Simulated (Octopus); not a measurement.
Wanted: the native input for an Octopus 16.4 run.

| Item | Value |
| --- | --- |
| Task | single point |
| Functional | PBEsol |
| Potentials or basis | pseudodojo_pbesol (PseudoDojo 0.4, PBEsol) |
| Grid spacing | 0.132 × 0.131 × 0.135 Å |
| k mesh | 10 × 10 × 10 |
| Occupations | fermi-dirac, width 0.05 eV |
| Spin | no spin polarisation |
| Eigensolver | chebyshev_filter |
| k-point symmetries used | yes |
| ConvRelDens | 3e-07 |
| ExtraStates | 5 |
| DerivativesOrder | 8 |

Sb:

```
Sb
1.0
    -1.91168    1.89860    1.91097
     1.86645   -1.92422    1.89137
     1.82583    1.83838   -1.93660
Sb
1
Direct
  0.00668 0.00212 0.01774
```

The cell isn't the ideal one: cell strained at random at fixed volume.

The input as run:

inp

```
CalculationMode = gs
UnitsOutput = eV_Angstrom
PeriodicDimensions = 3
ExperimentalFeatures = yes
PseudopotentialSet = pseudodojo_pbesol
%LatticeParameters
 1*angstrom | 1*angstrom | 1*angstrom
%
%LatticeVectors
 -1.911675 | 1.898596 | 1.910974
 1.866448 | -1.924218 | 1.891369
 1.825833 | 1.838376 | -1.936596
%
%ReducedCoordinates
 "Sb" | 0.00668 | 0.002122 | 0.017737
%
%Spacing
 0.13212715*angstrom | 0.13123121*angstrom | 0.13478182*angstrom
%
DerivativesOrder = 8
%KPointsGrid
 10 | 10 | 10
%
KPointsUseSymmetries = yes
XCFunctional = gga_x_pbe_sol + gga_c_pbe_sol
SmearingFunction = fermi_dirac
Smearing = 0.05*eV
ExtraStates = 5
Eigensolver = chebyshev_filter
ConvRelDens = 3e-7
MaximumIter = 120
```

Potentials or basis: pseudodojo_pbesol (PseudoDojo 0.4, PBEsol).

The run is started by

```bash
$ OMP_NUM_THREADS=1 octopus > out.log
```

It gave:

```yaml
Band_gap_on_the_k_mesh: none (metal or under the smearing width)
```

Run time: 36 min on 1 thread of Arm Neoverse V2, with other jobs on the host, peak memory 6.3 GiB.
